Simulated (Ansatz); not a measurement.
# AlBH₆OSi: basis-set convergence

Aim: see how fast density functionals converge with the basis set for AlBH₆OSi.

Program: Ansatz 0.2.0, Gaussian basis. Level of theory: one geometry, several basis sets. These are calculated values, not measurements.

Plan: PBE0-D4/def2-SVP; ωB97M-V/def2-SVP; PBE0-D4/def2-QZVPP; ωB97M-V/def2-QZVPP; the functionals' def2-TZVPP values are taken from earlier runs.

## Step 1: The geometry

The geometry comes from an earlier relaxation with PBE0-D4 in a triple-zeta def2 set; it is a stationary point, not always the lowest conformer.

SMILES `OB[SiH2][AlH2]`, 10 atoms, charge 0, spin multiplicity 1.

Atoms are counted from 1 here; the program's logs count them from 0.

Bond lengths: O1–B2 1.353 Å, O1–H5 0.962 Å, B2–Si3 2.020 Å, B2–H6 1.206 Å, Si3–Al4 2.453 Å, Si3–H7 1.495 Å, Si3–H8 1.492 Å, Al4–H9 1.591 Å, Al4–H10 1.590 Å. Angles: B2–O1–H5 113.5°, O1–B2–Si3 119.4°, O1–B2–H6 119.3°, Si3–B2–H6 121.3°, B2–Si3–Al4 107.9°, B2–Si3–H7 109.0°, B2–Si3–H8 112.6°, Al4–Si3–H7 107.9°, Al4–Si3–H8 110.9°, H7–Si3–H8 108.3°, Si3–Al4–H9 120.0°, Si3–Al4–H10 121.7°, H9–Al4–H10 118.3°.

## Step 2: PBE0-D4 in def2-SVP

in.yaml

```yaml
crystal:
  periodic: [false, false, false]
  atoms:
    - {symbol: O, position_ang: [-1.608056, 1.723645, -0.121361]}
    - {symbol: B, position_ang: [-0.351433, 1.413421, 0.271993]}
    - {symbol: Si, position_ang: [0.695543, 0.027935, -0.759281]}
    - {symbol: Al, position_ang: [0.360784, -2.141042, 0.337557]}
    - {symbol: H, position_ang: [-2.040061, 2.368332, 0.446731]}
    - {symbol: H, position_ang: [0.100286, 1.928505, 1.264512]}
    - {symbol: H, position_ang: [2.150626, 0.361417, -0.684389]}
    - {symbol: H, position_ang: [0.301886, -0.035603, -2.196497]}
    - {symbol: H, position_ang: [0.994300, -2.413153, 1.770857]}
    - {symbol: H, position_ang: [-0.520774, -3.284657, -0.327124]}
basis:
  gaussian: {orbitals: def2-SVP}
hamiltonian: {xc: pbe0, dispersion: d4}
output: {orbitals: {seedname: orbitals}}
```

The run is started by

```
$ ansatz run in.yaml --threads 2 --pin off --events-out ev --progress --plain --max-ram 4352MiB
```

After this run come: ωB97M-V in def2-SVP; PBE0-D4 in def2-QZVPP; ωB97M-V in def2-QZVPP.

**Question.** What will the summary of the whole plan be? Wanted: PBE0-D4: double and triple zeta above quadruple; ωB97M-V: double and triple zeta above quadruple.

As calculated:

| quantity | value |
| --- | --- |
| PBE0-D4: double and triple zeta above quadruple | 8.94, 0.62 eV |
| ωB97M-V: double and triple zeta above quadruple | 9.06, 0.60 eV |

What this shows: PBE0-D4 gains 8.31 eV from double to triple zeta, then 0.62 eV more. These are total energies; as a rule much of such shifts cancels in differences, which this series doesn't test.
